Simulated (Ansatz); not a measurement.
# GaGe2Se: the cost of one run

Program: Ansatz 0.2.0. Level of theory: DFT PBE, scalar-relativistic, plane waves, PAW. These are calculated values, not measurements.

2 further runs of the same task are left out: 1 that didn't finish, 1 set aside as unsound or not needed.

## 1. The starting structure

It takes space group P-3m1 (No. 164, trigonal). Conventional cell: a = 3.867 Å, b = 3.867 Å, c = 6.646 Å, α = 90.00°, β = 90.00°, γ = 120.00°. Ga (site symmetry -3m) has 6 Ge at 2.74 Å in its first shell of neighbours. Ge (site symmetry 3m) has 3 Ga at 2.74 Å and 3 Se at 2.83 Å in its first shell of neighbours. Se (site symmetry -3m) has 6 Ge at 2.83 Å in its first shell of neighbours.

Coordinates:

```cif
data_structure
_symmetry_space_group_name_H-M 'P-3m1'
_symmetry_Int_Tables_number 164
_cell_length_a 3.8669
_cell_length_b 3.8669
_cell_length_c 6.6462
_cell_angle_alpha 90.000
_cell_angle_beta 90.000
_cell_angle_gamma 120.000
_cell_volume 86.07
loop_
_atom_site_label
_atom_site_type_symbol
_atom_site_symmetry_multiplicity
_atom_site_Wyckoff_symbol
_atom_site_fract_x
_atom_site_fract_y
_atom_site_fract_z
_atom_site_occupancy
Ga1 Ga 1 a 0.00000 0.00000 0.00000 1
Ge1 Ge 2 d 0.33333 0.66667 0.23864 1
Se1 Se 1 b 0.00000 0.00000 0.50000 1
```

A structure generator made this guess: species swapped into a database cell of LiTiTe2 (P-3m1, No. 164), with Se on the Li sites, Ga on the Ti sites and Ge on the Te sites. Its size is a rough estimate.

## 2. The guess as it stands, on a coarse mesh

File input.yaml:

```yaml
crystal:
  lattice:
    - [3.86694679, 0.0, 0.0]
    - [-1.9334734, 3.34887416, 0.0]
    - [0.0, 0.0, 6.64617971]
  atoms:
    - { symbol: Ga, position: [0.0, 0.0, 0.0] }
    - { symbol: Ge, position: [0.33333333, 0.66666667, 0.23863634] }
    - { symbol: Ge, position: [0.66666667, 0.33333333, 0.76136366] }
    - { symbol: Se, position: [0.0, 0.0, 0.5] }
basis:
  ecutwfc: 420
kpoints:
  mp_grid: { grid: [6, 6, 4] }
hamiltonian:
  xc: pbe
scf:
  occupations: { method: gaussian, width: 0.1 }
  lower_state_search: "off"
output:
  forces: true
  stress: true
  eigenvalues: true
```

Run with:

```sh
$ ansatz run input.yaml --threads 1 --pin off --max-ram 2560MiB --backend cpu --events-out ev --progress --plain --runs-dir out
```

**Question.** How long does this run take on 1 thread of Arm Neoverse V1, shared host, and how much memory does it need?

About 5 s, with a peak of 0.38 GiB.
